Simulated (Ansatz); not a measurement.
# Ba2Tl5V3O12 (P-42m) in Ansatz: convergence with k mesh

Aim: find how far k mesh must go before the results for Ba2Tl5V3O12 settle, at PBE. This setting moves, with any that are tied to it; all else stays.

All numbers are computed with Ansatz 0.2.0; they aren't measurements. Logs are shortened: lines on timing, memory, paths and dates and some standing lists are left out, and cuts for length are marked.

## (1) The structure

Symmetry: P-42m, No. 111, tetragonal system. The conventional cell has a = 9.937 Å, b = 9.937 Å, c = 6.656 Å, α = 90.00°, β = 90.00°, γ = 90.00°. Ba (site symmetry 222) is surrounded by 4 O at 2.61 Å. V (site symmetry -42m) is surrounded by 4 O at 1.73 Å. V (site symmetry 222) is surrounded by 4 O at 1.73 Å. Around Tl (site symmetry -42m) lie 8 O at 4.22 Å. Tl (site symmetry m) has 3 O at 2.32 to 2.59 Å as nearest neighbours. O (site symmetry m) has 1 V at 1.73 Å as nearest neighbours. Around O (site symmetry 1) lie 1 V at 1.73 Å.

The cell was built by a generator and needn't be a form met in nature.

## (2) With k mesh 1 × 1 × 2

Contents of input.yaml:

```yaml
crystal:
  lattice:
    - [9.93665, 0.0, 0.0]
    - [0.0, 9.93665, 0.0]
    - [0.0, 0.0, 6.65552]
  atoms:
    - { symbol: Ba, position: [0.0, 0.5, 0.0] }
    - { symbol: Ba, position: [0.5, 0.0, 0.0] }
    - { symbol: V, position: [0.5, 0.5, 0.0], spin: 2.0 }
    - { symbol: V, position: [0.5, 0.0, 0.5], spin: 2.0 }
    - { symbol: V, position: [0.0, 0.5, 0.5], spin: 2.0 }
    - { symbol: Tl, position: [0.0, 0.0, 0.5] }
    - { symbol: Tl, position: [0.67321, 0.32679, 0.46014] }
    - { symbol: Tl, position: [0.32679, 0.67321, 0.46014] }
    - { symbol: Tl, position: [0.67321, 0.67321, 0.53986] }
    - { symbol: Tl, position: [0.32679, 0.32679, 0.53986] }
    - { symbol: O, position: [0.39848, 0.60152, 0.14652] }
    - { symbol: O, position: [0.60152, 0.39848, 0.14652] }
    - { symbol: O, position: [0.60152, 0.60152, 0.85348] }
    - { symbol: O, position: [0.39848, 0.39848, 0.85348] }
    - { symbol: O, position: [0.59959, 0.09072, 0.33579] }
    - { symbol: O, position: [0.40041, 0.09072, 0.66421] }
    - { symbol: O, position: [0.59959, 0.90928, 0.66421] }
    - { symbol: O, position: [0.40041, 0.90928, 0.33579] }
    - { symbol: O, position: [0.09072, 0.59959, 0.33579] }
    - { symbol: O, position: [0.09072, 0.40041, 0.66421] }
    - { symbol: O, position: [0.90928, 0.59959, 0.66421] }
    - { symbol: O, position: [0.90928, 0.40041, 0.33579] }
hamiltonian:
  xc: pbe
  pseudopotentials: { kind: paw }
magnetization:
  spin_polarized: true
kpoints:
  mp_grid: { grid: [1, 1, 2] }
scf:
  occupations: { method: fermi_dirac, width: 0.05 }
output:
  forces: true
  stress: true
  eigenvalues: true
```

Potentials or basis: Ansatz PAW.

The run is started by

```
$ ansatz run input.yaml --threads 8 --pin off --max-ram 20480MiB --backend cpu --events-out ev --progress --plain --runs-dir out
```

What it wrote:

```text
Warning: RAYON_NUM_THREADS=8 ignored (pool sized by the plan → 8); use --threads N
Engine: ansatz 0.2.0, x86_64-unknown-linux-gnu
Pseudopotentials: kind: paw
Pseudopotential: Ba, paw, valence charge 10, recommended cutoff 420 eV (normal), Ba.paw.azcp
Pseudopotential: V, paw, valence charge 13, recommended cutoff 420 eV (normal), V.paw.azcp
Pseudopotential: Tl, paw, valence charge 13, recommended cutoff 420 eV (normal), Tl.paw.azcp
[... 101 lines left out ...]
  P = ⅓ Tr σ = 0.1709 GPa (1.709 kbar)
--- Band table (eV) ---
  k-point 0 ↑: bands = ["-61.5568", "-61.5568", "-60.6176", "-35.5661", "-35.5660", "-35.4926", "-35.4926", "-35.4822", "-35.4822", "-34.5558", "-34.5558", "-34.5442", "-23.7965", "-23.7965", "-14.3647", "-14.3495", "-14.1145", "-14.1053", "-14.0059", "-14.0059", "-13.9547", "-13.9547", "-13.3246", "-12.9364", "-12.9238", "-12.9238", "-10.5224", "-10.5015", "-10.5015", "-10.4444", "-10.4373", "-9.0807", "-9.0807", "-8.9741", "-8.9741", "-8.6923", "-8.6915", "-7.0111", "-6.9405", "-6.9021", "-6.9021", "-6.8317", "-6.8317", "-6.8117", "-6.7829", "-6.7741", "-6.7741", "-6.7551", "-6.7483", "-6.7191", "-6.6843", "-6.6843", "-6.6634", "-6.6476", "-6.6450", "-6.6450", "-6.6220", "-4.1541", "-2.7782", "-2.2122", "-2.2122", "-1.5419", "-1.4056", "-1.0641", "-0.8705", "-0.8705", "-0.6761", "-0.4952", "-0.4783", "-0.4783", "-0.4718", "-0.2628", "-0.2213", "-0.1252", "0.0479", "0.0479", "0.1971", "0.2494", "0.2494", "0.4449", "0.5681", "0.5857", "0.5857", "0.6486", "1.2866", "1.2907", "1.2907", "1.3141", "1.3263", "1.3749", "1.3749", "1.5998", "1.7781", "1.7781", "2.3945", "2.5944", "2.6746", "2.6746", "3.6906", "3.8738", "3.8738", "5.0277", "5.2156", "5.3336", "5.7290", "5.7728", "5.8540", "6.0823", "6.2890", "6.3918", "6.7996", "6.7996", "6.8533", "7.0312", "7.1348", "7.2276", "7.2276", "7.2450", "7.2450", "7.5380", "7.7240", "7.9479", "7.9479"]
  k-point 1 ↑: bands = ["-61.5568", "-61.5568", "-60.6177", "-35.5662", "-35.5661", "-35.4926", "-35.4926", "-35.4822", "-35.4822", "-34.5559", "-34.5559", "-34.5443", "-23.7930", "-23.7929", "-14.6059", "-14.5928", "-14.0134", "-14.0134", "-13.9491", "-13.9491", "-13.8667", "-13.8548", "-13.3180", "-12.9410", "-12.9234", "-12.9234", "-10.5220", "-10.5016", "-10.5016", "-10.4444", "-10.4373", "-9.0788", "-9.0788", "-8.9701", "-8.9701", "-8.7028", "-8.6974", "-6.9917", "-6.9379", "-6.9026", "-6.9026", "-6.8321", "-6.8321", "-6.8109", "-6.7731", "-6.7731", "-6.7593", "-6.7573", "-6.7499", "-6.7157", "-6.6844", "-6.6844", "-6.6686", "-6.6621", "-6.6472", "-6.6451", "-6.6451", "-4.1409", "-2.7291", "-2.1845", "-2.1845", "-1.6932", "-0.9426", "-0.9426", "-0.9243", "-0.8580", "-0.8335", "-0.6337", "-0.5462", "-0.5462", "-0.5396", "-0.2739", "-0.0893", "-0.0174", "0.0597", "0.0731", "0.0731", "0.2516", "0.4356", "0.4556", "0.4556", "0.6794", "0.6794", "0.6810", "1.0278", "1.0278", "1.0323", "1.0880", "1.0880", "1.3187", "1.3387", "1.6159", "2.2903", "2.2903", "2.2991", "2.4864", "2.5571", "2.5571", "3.2354", "3.9345", "3.9345", "5.2038", "5.4750", "5.5380", "5.7621", "6.0547", "6.3016", "6.4172", "6.4446", "6.5037", "6.5037", "6.6382", "6.7173", "6.7269", "7.0481", "7.0481", "7.0605", "7.2359", "7.2359", "7.3044", "7.3633", "7.7806", "7.7806"]
  k-point 0 ↓: bands = ["-61.5568", "-61.5568", "-60.6176", "-35.5661", "-35.5660", "-35.4926", "-35.4926", "-35.4822", "-35.4822", "-34.5558", "-34.5558", "-34.5442", "-23.7965", "-23.7965", "-14.3647", "-14.3495", "-14.1145", "-14.1053", "-14.0059", "-14.0059", "-13.9547", "-13.9547", "-13.3246", "-12.9364", "-12.9238", "-12.9238", "-10.5224", "-10.5015", "-10.5015", "-10.4444", "-10.4373", "-9.0807", "-9.0807", "-8.9741", "-8.9741", "-8.6923", "-8.6915", "-7.0111", "-6.9405", "-6.9021", "-6.9021", "-6.8317", "-6.8317", "-6.8117", "-6.7829", "-6.7741", "-6.7741", "-6.7551", "-6.7483", "-6.7191", "-6.6843", "-6.6843", "-6.6634", "-6.6476", "-6.6450", "-6.6450", "-6.6220", "-4.1541", "-2.7782", "-2.2122", "-2.2122", "-1.5419", "-1.4056", "-1.0641", "-0.8705", "-0.8705", "-0.6761", "-0.4952", "-0.4783", "-0.4783", "-0.4718", "-0.2628", "-0.2213", "-0.1252", "0.0479", "0.0479", "0.1971", "0.2494", "0.2494", "0.4449", "0.5681", "0.5857", "0.5857", "0.6486", "1.2866", "1.2907", "1.2907", "1.3141", "1.3263", "1.3749", "1.3749", "1.5998", "1.7781", "1.7781", "2.3945", "2.5944", "2.6746", "2.6746", "3.6906", "3.8738", "3.8738", "5.0277", "5.2156", "5.3336", "5.7290", "5.7728", "5.8540", "6.0823", "6.2890", "6.3918", "6.7996", "6.7996", "6.8533", "7.0312", "7.1348", "7.2276", "7.2276", "7.2450", "7.2450", "7.5380", "7.7240", "7.9479", "7.9479"]
  k-point 1 ↓: bands = ["-61.5568", "-61.5568", "-60.6177", "-35.5662", "-35.5661", "-35.4926", "-35.4926", "-35.4822", "-35.4822", "-34.5559", "-34.5559", "-34.5443", "-23.7930", "-23.7929", "-14.6059", "-14.5928", "-14.0134", "-14.0134", "-13.9491", "-13.9491", "-13.8667", "-13.8548", "-13.3180", "-12.9410", "-12.9234", "-12.9234", "-10.5220", "-10.5016", "-10.5016", "-10.4444", "-10.4373", "-9.0788", "-9.0788", "-8.9701", "-8.9701", "-8.7028", "-8.6974", "-6.9917", "-6.9379", "-6.9026", "-6.9026", "-6.8321", "-6.8321", "-6.8109", "-6.7731", "-6.7731", "-6.7593", "-6.7573", "-6.7499", "-6.7157", "-6.6844", "-6.6844", "-6.6686", "-6.6621", "-6.6472", "-6.6451", "-6.6451", "-4.1409", "-2.7291", "-2.1845", "-2.1845", "-1.6932", "-0.9426", "-0.9426", "-0.9243", "-0.8580", "-0.8335", "-0.6337", "-0.5462", "-0.5462", "-0.5396", "-0.2739", "-0.0893", "-0.0174", "0.0597", "0.0731", "0.0731", "0.2516", "0.4356", "0.4556", "0.4556", "0.6794", "0.6794", "0.6810", "1.0278", "1.0278", "1.0323", "1.0880", "1.0880", "1.3187", "1.3387", "1.6159", "2.2903", "2.2903", "2.2991", "2.4864", "2.5571", "2.5571", "3.2354", "3.9345", "3.9345", "5.2038", "5.4750", "5.5380", "5.7621", "6.0547", "6.3016", "6.4172", "6.4446", "6.5037", "6.5037", "6.6382", "6.7173", "6.7269", "7.0481", "7.0481", "7.0605", "7.2359", "7.2359", "7.3044", "7.3633", "7.7806", "7.7806"]
```

Wall time 14 s (8 threads of Intel Xeon at 2.50GHz (Skylake/Cascade Lake), shared host); peak memory 1.7 GiB.

What came out:

- Free energy: -84677.3570 eV
- Pressure: 0.2 GPa
- Largest force: 0.052 eV/Å
- Band gap on the k mesh: 0.56 eV, indirect (least direct gap 0.68 eV)
- Net moment: 0.00 μB per cell
- Absolute moment: 0.00 μB per cell

## (3) With k mesh 2 × 2 × 2

input.yaml: that of step 2 with these lines changed.

```diff
@@ -34,3 +34,3 @@
 kpoints:
-  mp_grid: { grid: [1, 1, 2] }
+  mp_grid: { grid: [2, 2, 2] }
 scf:
```

Potentials or basis: Ansatz PAW.

The run is started by

```
$ ansatz run input.yaml --threads 8 --pin off --max-ram 20480MiB --backend cpu --events-out ev --progress --plain --runs-dir out
```

It took 30 s on 8 threads of Intel Xeon at 2.50GHz (Skylake/Cascade Lake), shared host; peak memory 3 GiB.

What came out:

```yaml
Free_energy: -84677.5290 eV
Pressure: 0.0 GPa
Largest_force: 0.008 eV/Å
Band_gap_on_the_k_mesh: 0.50 eV, indirect (least direct gap 0.64 eV)
Net_moment: 0.00 μB per cell
Absolute_moment: 0.00 μB per cell
```

## (4) With k mesh 2 × 2 × 3

input.yaml: that of step 3 with these lines changed.

```diff
@@ -34,3 +34,3 @@
 kpoints:
-  mp_grid: { grid: [2, 2, 2] }
+  mp_grid: { grid: [2, 2, 3] }
 scf:
```

The run is started by

```
$ ansatz run input.yaml --threads 8 --pin off --max-ram 20480MiB --backend cpu --events-out ev --progress --plain --runs-dir out
```

Wall time 40 s (8 threads of Intel Xeon at 2.50GHz (Skylake/Cascade Lake), shared host); peak memory 2.9 GiB.

Results:

```
Free energy            : -84677.5333 eV
Pressure               : 0.0 GPa
Largest force          : 0.009 eV/Å
Band gap on the k mesh : 0.59 eV, indirect (least direct gap 0.68 eV)
Net moment             : 0.00 μB per cell
Absolute moment        : 0.00 μB per cell
```

## (5) With k mesh 3 × 3 × 4

input.yaml: that of step 4 with these lines changed.

```diff
@@ -34,3 +34,3 @@
 kpoints:
-  mp_grid: { grid: [2, 2, 3] }
+  mp_grid: { grid: [3, 3, 4] }
 scf:
```

The run is started by

```
$ ansatz run input.yaml --threads 8 --pin off --max-ram 20480MiB --backend cpu --events-out ev --progress --plain --runs-dir out
```

It took 72 s on 8 threads of Intel Xeon at 2.50GHz (Skylake/Cascade Lake), shared host; peak memory 3.3 GiB.

Results (log left out):

```yaml
Free_energy: -84677.5387 eV
Pressure: 0.0 GPa
Largest_force: 0.009 eV/Å
Band_gap_on_the_k_mesh: 0.51 eV, indirect (least direct gap 0.64 eV)
Net_moment: 0.00 μB per cell
Absolute_moment: 0.00 μB per cell
```

## (6) With k mesh 3 × 3 × 5

input.yaml: that of step 5 with these lines changed.

```diff
@@ -34,3 +34,3 @@
 kpoints:
-  mp_grid: { grid: [3, 3, 4] }
+  mp_grid: { grid: [3, 3, 5] }
 scf:
```

Potentials or basis: Ansatz PAW.

The run is started by

```
$ ansatz run input.yaml --threads 8 --pin off --max-ram 20480MiB --backend cpu --events-out ev --progress --plain --runs-dir out
```

It took 69 s on 8 threads of Intel Xeon at 2.50GHz (Skylake/Cascade Lake), shared host; peak memory 3.3 GiB.

It converged, with:

```
Free energy            : -84677.5390 eV
Pressure               : 0.0 GPa
Largest force          : 0.009 eV/Å
Band gap on the k mesh : 0.54 eV, indirect (least direct gap 0.65 eV)
Net moment             : 0.00 μB per cell
Absolute moment        : 0.00 μB per cell
```

## (7) With k mesh 4 × 4 × 6

input.yaml: that of step 6 with these lines changed.

```diff
@@ -34,3 +34,3 @@
 kpoints:
-  mp_grid: { grid: [3, 3, 5] }
+  mp_grid: { grid: [4, 4, 6] }
 scf:
```

The run is started by

```
$ ansatz run input.yaml --threads 8 --pin off --max-ram 20480MiB --backend cpu --events-out ev --progress --plain --runs-dir out
```

Wall time 2.8 min (8 threads of Intel Xeon at 2.50GHz (Skylake/Cascade Lake), shared host); peak memory 4.6 GiB.

Results (log left out):

- Free energy: -84677.5391 eV
- Pressure: 0.0 GPa
- Largest force: 0.009 eV/Å
- Band gap on the k mesh: 0.50 eV, indirect (least direct gap 0.64 eV)
- Net moment: 0.00 μB per cell
- Absolute moment: 0.00 μB per cell

## (8) With k mesh 5 × 5 × 7

input.yaml: that of step 7 with these lines changed.

```diff
@@ -34,3 +34,3 @@
 kpoints:
-  mp_grid: { grid: [4, 4, 6] }
+  mp_grid: { grid: [5, 5, 7] }
 scf:
```

The run is started by

```
$ ansatz run input.yaml --threads 8 --pin off --max-ram 20480MiB --backend cpu --events-out ev --progress --plain --runs-dir out
```

Wall time 3.1 min (8 threads of Intel Xeon at 2.50GHz (Skylake/Cascade Lake), shared host); peak memory 4.7 GiB.

The run converged. Its results:

* Free energy: -84677.5390 eV
* Pressure: 0.0 GPa
* Largest force: 0.009 eV/Å
* Band gap on the k mesh: 0.52 eV, indirect (least direct gap 0.64 eV)
* Net moment: 0.00 μB per cell
* Absolute moment: 0.00 μB per cell

## (9) Summary

```csv
k mesh,"energy less the tightest run, at zero smearing (meV/atom)",pressure (GPa),largest force (eV/Å),gap on the mesh (eV),SCF cycles,CPU time (s),peak memory (GiB)
1 × 1 × 2,8.29,0.17,0.052,0.561,16,82,1.7
2 × 2 × 2,0.50,0.03,0.008,0.503,17,210,3
2 × 2 × 3,0.25,0.03,0.009,0.587,17,270,2.9
3 × 3 × 4,0.02,0.02,0.009,0.508,17,500,3.3
3 × 3 × 5,0.00,0.02,0.009,0.540,17,480,3.3
4 × 4 × 6,0.00,0.02,0.009,0.503,16,1200,4.6
5 × 5 × 7,0.00,0.02,0.009,0.522,16,1400,4.7
```

Against the tightest run, the energy stays within 1 meV/atom from 2 × 2 × 2 on; the pressure stays within 0.1 GPa from 2 × 2 × 2 on; the largest force stays within 0.005 eV/Å from 2 × 2 × 2 on. Not settled before the last step: the gap on the mesh (to 0.01 eV). Meshes of other sizes hit other points, so gaps and Fermi surfaces needn't settle smoothly. The tightest run that finished is the yardstick and may itself not be fully converged.

Caveats: odd divisions of the mesh miss points on the zone boundary, where band edges often lie, so the gap on the mesh can be too wide; spin-orbit coupling is left out, which as a rule narrows the gap of such compounds by several tenths of an eV; the starting moments weren't kept.
